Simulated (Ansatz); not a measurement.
# CH7AlGeO, SMILES [CH3][GeH]([OH])[AlH2]: an atomisation energy

Program: the Ansatz DFT code, driven from Python.

`ch7algeo_tae.py`
```python
# -*- coding: utf-8 -*-
'''Atomisation energy of CH7AlGeO at the given geometry.'''

from collections import Counter

import ansatz as az


def single_point(molecule, charge=0, unpaired=0):
    calc = (
        molecule.calculation()
        .basis(gaussian='def2-TZVP')
        .functional('CAM-B3LYP')
    )
    if charge:
        calc = calc.charge(charge)
    if unpaired:
        calc = calc.spin('collinear', total=unpaired)
    return calc.run().report['free_energy_ev']

GEOMETRY = '''
C    -1.10780    1.11670    0.21000
Ge   -0.20200   -0.49730    0.54370
O     0.88310   -0.26180    1.91120
Al    1.15080   -1.10500   -1.44450
H    -1.84580    1.00880   -0.67450
H    -1.73620    1.46410    1.09800
H    -0.40300    1.96600   -0.04180
H    -1.17450   -1.59950    0.87440
H     1.52410    0.48380    1.68020
H     2.19670   -0.12620   -1.98670
H     0.78000   -2.50660   -2.14950
'''


def main():
    system = az.Crystal.molecule()
    for line in GEOMETRY.strip().splitlines():
        symbol, *xyz = line.split()
        system = system.atom(symbol, [float(v) for v in xyz])

    # Hund ground states
    unpaired = {'C': 2, 'Ge': 2, 'O': 2, 'Al': 1, 'H': 1}
    counts = Counter(site.symbol for site in system.cartesian_sites)
    atom_energy = {s: single_point(az.Crystal.molecule().atom(s, (0, 0, 0)), 0, unpaired[s]) for s in counts}
    whole = single_point(system, 0, 0)
    for s, e in atom_energy.items():
        print(f'{s:2s} x{counts[s]}  {e:14.5f} eV')
    print(f'CH7AlGeO: {whole:.5f} eV')
    split = sum(counts[s] * e for s, e in atom_energy.items()) - whole
    print(f'atomisation energy (no zero-point term): {23.060548 * split:.1f} kcal/mol, {split / sum(counts.values()):.3f} eV an atom')


if __name__ == '__main__':
    main()
```

Output of `python ch7algeo_tae.py`:
```text
C  x1     -1029.59771 eV
Ge x1    -56519.08593 eV
O  x1     -2042.84733 eV
Al x1     -6595.16868 eV
H  x7       -13.57334 eV
CH7AlGeO: -66316.85944 eV
atomisation energy (no zero-point term): 810.5 kcal/mol, 3.195 eV an atom
```

810.5 kcal/mol from the electronic energies, without the zero-point term.

Caveats:
- Total energies depend on the basis set; only differences at equal settings carry meaning.
- The geometry is a force-field or estimated start, not a minimum of this method, and the basis set is short of its limit. All parts are taken at fixed geometry, without zero-point energy.
- Finished in 9.1 s on 1 thread of Arm Neoverse V2, with other jobs on the host, peak memory 0.52 GiB.
